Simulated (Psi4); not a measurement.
# SnCl2 (SMILES [Cl][Sn][Cl]): wB97/def2-TZVPP (density fitting, core potential)

Aim: the energy change on altering one bond length of SnCl2 at wB97/def2-TZVPP (density fitting, core potential), from 2 runs. 

The results are computed with Psi4 1.11.

1 further run of the same task is left out (it didn't finish).

## Step 1: Starting point

The species is SnCl2 (3 atoms), meant as a singlet with charge 0. As SMILES, `[Cl][Sn][Cl]`. Geometry: a GFN2-xTB relaxation, a rough one for these elements and not checked as a minimum.

Bond lengths: Sn1–Cl2 2.378 Å, Sn1–Cl3 2.377 Å. Angles: Cl2–Sn1–Cl3 99.5°.

## Step 2: The response to a field at wB97/def2-TZVPP (density fitting, core potential)

input.dat

```
memory 1.6 GB

molecule {
  0 1
  Sn     0.004910    -0.007160    -1.023740
  Cl     1.812600    -0.019020     0.521020
  Cl    -1.817510     0.026180     0.502720
}

set {
  basis def2-TZVPP
}

energy_value, wavefunction = properties("wb97", properties=['dipole_polarizabilities'], return_wfn=True)
```

The run is started by

```
$ psi4 input.dat output.dat -n 1
```

output.dat:

```text
[...]
    !!!  WARNING: ECP capability is in beta. Please check occupations closely.  !!!
[...]
  Running in cs symmetry.
[...]
  Nuclear repulsion =  208.601236606419718
[...]
  Multiplicity = 1
[...]
  Nalpha       = 28
  Nbeta        = 28
[...]
    Number of basis functions: 134
[...]
 WARNING: Atomic UHF is not converging! Try casting from a smaller basis or call Rob at CCMST.
   -------------------------
[...]
   @DF-RKS iter   1: -1134.76366464689795   -1.57415e+00   6.04198e-03 DIIS/ADIIS
[...]
   @DF-RKS iter   9: -1134.87964713150450   -1.09974e-08   3.33685e-07 DIIS
[...]
    Orbital Energies [Eh]
    ---------------------
    Doubly Occupied:
       1Ap  -100.905848     2Ap  -100.905793     3Ap    -9.384645
       4Ap    -9.384586     5Ap    -7.191331     6Ap    -7.191273
       1App   -7.187863     2App   -7.187805     7Ap    -7.186473
       8Ap    -7.186415     9Ap    -5.184493     3App   -3.567322
      10Ap    -3.559869    11Ap    -3.557265    12Ap    -1.196489
       4App   -1.193111    13Ap    -1.191177     5App   -1.190877
      14Ap    -1.185135    15Ap    -0.947804    16Ap    -0.927932
      17Ap    -0.611738    18Ap    -0.478437    19Ap    -0.455000
       6App   -0.450201     7App   -0.430278    20Ap    -0.420592
      21Ap    -0.382607
[...]
  @DF-RKS Final Energy: -1134.87964713150450
   => Energetics <=
    Nuclear Repulsion Energy =            208.6012366064197181
    One-Electron Energy =               -2064.1469269245717442
    Two-Electron Energy =                 783.7623813803547819
    DFT Exchange-Correlation Energy =     -63.0963381937071475
    Empirical Dispersion Energy =           0.0000000000000000
    VV10 Nonlocal Energy =                  0.0000000000000000
    Total Energy =                      -1134.8796471315044982
[...]
 Multipole Moments:
 ------------------------------------------------------------------------------------
     Multipole            Electronic (a.u.)      Nuclear  (a.u.)        Total (a.u.)
 ------------------------------------------------------------------------------------
 L = 1.  Multiply by 2.5417464519 to convert [e a0] to [Debye]
 Dipole X            :         -0.1954802            0.1894463           -0.0060339
 Dipole Y            :        -40.1823082           38.7973534           -1.3849548
 Dipole Z            :          0.0000000            0.0000000            0.0000000
 Magnitude           :                                                    1.3849679
[...]
```

Wall time 18 s (1 thread of AMD EPYC 7R43 (Zen 3), shared host); peak memory 0.57 GiB.

## Step 3: The distorted shape

cl2sn.py

```python
import psi4

psi4.set_memory('1600 MB')
psi4.set_num_threads(1)
psi4.core.set_output_file('run.log', False)

m = psi4.geometry("""
Sn
Cl 1 2.377849
Cl 1 2.1397 2 99.53792
""")

options = {'basis': 'def2-TZVPP'}
psi4.set_options(options)

energy_value = psi4.properties('wb97', properties=['dipole_polarizabilities'], molecule=m)
print('E =', round(energy_value, 9))
```

The run is started by

```
$ python cl2sn.py
```

run.log:

```text
[...]
    !!!  WARNING: ECP capability is in beta. Please check occupations closely.  !!!
[...]
  Running in cs symmetry.
[...]
  Nuclear repulsion =  220.025190654013812
[...]
  Multiplicity = 1
[...]
  Nalpha       = 28
  Nbeta        = 28
[...]
    Number of basis functions: 134
[...]
 WARNING: Atomic UHF is not converging! Try casting from a smaller basis or call Rob at CCMST.
   -------------------------
[...]
   @DF-RKS iter   1: -1134.74336973231084   -1.42490e+00   6.24898e-03 DIIS/ADIIS
[...]
   @DF-RKS iter   9: -1134.86600420863169   -1.21358e-08   3.31535e-07 DIIS
[...]
    Orbital Energies [Eh]
    ---------------------
    Doubly Occupied:
       1Ap  -100.928953     2Ap  -100.893831     3Ap    -9.411261
       4Ap    -9.372945     5Ap    -7.217391     1App   -7.214443
       6Ap    -7.212670     7Ap    -7.179556     2App   -7.176183
       8Ap    -7.174733     9Ap    -5.170070     3App   -3.553259
      10Ap    -3.546209    11Ap    -3.542676    12Ap    -1.190489
      13Ap    -1.181452     4App   -1.180596     5App   -1.177502
      14Ap    -1.172580    15Ap    -0.979395    16Ap    -0.923810
      17Ap    -0.619366    18Ap    -0.492386     6App   -0.479221
      19Ap    -0.473147     7App   -0.427413    20Ap    -0.419967
      21Ap    -0.370204
[...]
  @DF-RKS Final Energy: -1134.86600420863169
   => Energetics <=
    Nuclear Repulsion Energy =            220.0251906540138123
    One-Electron Energy =               -2086.8560852602990963
    Two-Electron Energy =                 795.1158191616374324
    DFT Exchange-Correlation Energy =     -63.1509287639838419
    Empirical Dispersion Energy =           0.0000000000000000
    VV10 Nonlocal Energy =                  0.0000000000000000
    Total Energy =                      -1134.8660042086316935
[...]
 Multipole Moments:
 ------------------------------------------------------------------------------------
     Multipole            Electronic (a.u.)      Nuclear  (a.u.)        Total (a.u.)
 ------------------------------------------------------------------------------------
 L = 1.  Multiply by 2.5417464519 to convert [e a0] to [Debye]
 Dipole X            :         27.0724758          -26.6555788            0.4168970
 Dipole Y            :         26.6277456          -25.5588330            1.0689126
 Dipole Z            :          0.0000000            0.0000000            0.0000000
 Magnitude           :                                                    1.1473348
[...]
```

Standard output:

```text
E = -1134.866004209
```

It took 20 s on 1 thread of AMD EPYC 7R43 (Zen 3), shared host; peak memory 0.58 GiB.

## Step 4: What came out

At wB97/def2-TZVPP (density fitting, core potential):

```
                                                           quantity           value
                                          first shape: total energy  -1134.87965 Eh
                                         first shape: dipole moment          3.52 D
                                           first shape: HOMO energy       -10.41 eV
                                           first shape: LUMO energy        -1.26 eV
                                         first shape: HOMO–LUMO gap         9.16 eV
                            first shape: mean static polarisability      60.6 bohr³
                                      distorted shape: total energy  -1134.86600 Eh
                                     distorted shape: dipole moment          2.92 D
                                       distorted shape: HOMO energy       -10.07 eV
                                       distorted shape: LUMO energy        -0.89 eV
                                     distorted shape: HOMO–LUMO gap         9.19 eV
                        distorted shape: mean static polarisability      58.3 bohr³
energy change with the Sn1–Cl3 bond shortened from 2.377 to 2.140 Å        0.371 eV
```

In words: With the Sn1–Cl3 bond shortened from 2.377 to 2.140 Å the energy rises by 0.37 eV (35.8 kJ/mol). The first shape isn't relaxed at this level, so the change isn't measured from a minimum.
